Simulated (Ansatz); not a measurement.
# Li2BrF: the cost of one run

Code: Ansatz 0.2.0. PBE orbitals, norm-conserving pseudopotentials, plane waves. Computed, not measured; no magnetism was allowed, and the structure may never have been made.

## Step 1: The system as given

The cell was relaxed beforehand with r2SCAN; volume changes: +0 %, -5 %, +5 %, -10 %, +10 %.

Space group P4/mmm (No. 123), tetragonal; conventional cell a = 3.552 Å, c = 4.823 Å, 15.22 Å³ an atom. Around F lie 6 Li at 2.41–2.51 Å; around Li lie 2 F at 2.41 Å and 4 Br at 2.51 Å; around Br lie 6 Li at 2.41–2.51 Å; around Li lie 2 Br at 2.41 Å and 4 F at 2.51 Å.

Structure file:

```
CELL_PARAMETERS angstrom
3.55246 0.00000 0.00000
0.00000 3.55246 0.00000
0.00000 0.00000 4.82329
ATOMIC_POSITIONS crystal
F 0.00000 0.00000 0.00000
Li 0.00000 0.00000 0.50000
Br 0.50000 0.50000 0.50000
Li 0.50000 0.50000 0.00000
```

## Step 2: The unscaled cell

File input.yaml:

```yaml
crystal:
  lattice:
    - [3.5524599102, 0.0, 0.0]
    - [0.0, 3.5524599102, 0.0]
    - [0.0, 0.0, 4.8232898948]
  atoms:
    - { symbol: F, position: [0.0, 0.0, 0.0] }
    - { symbol: Li, position: [0.0, 0.0, 0.5] }
    - { symbol: Br, position: [0.5, 0.5, 0.5] }
    - { symbol: Li, position: [0.5, 0.5, 0.0] }
kpoints:
  mp_grid: { grid: [4, 4, 4] }
hamiltonian:
  xc: pbe
  pseudopotentials: { kind: nc }
scf:
  occupations: { method: fixed }
output:
  rpa_energy:
    ecut_chi_ladder: [179, 201, 223, 247, 272]
    long_wavelength: optical_limit
basis:
  ecutwfc: 1320.0
```

**Question.** How long does this run take on 1 × NVIDIA H100 80GB HBM3 with 2 threads of AMD EPYC 7R13 (Zen 3), shared host, and how much memory does it need?

About 9.6 min, with a peak of 6.8 GiB on the host.
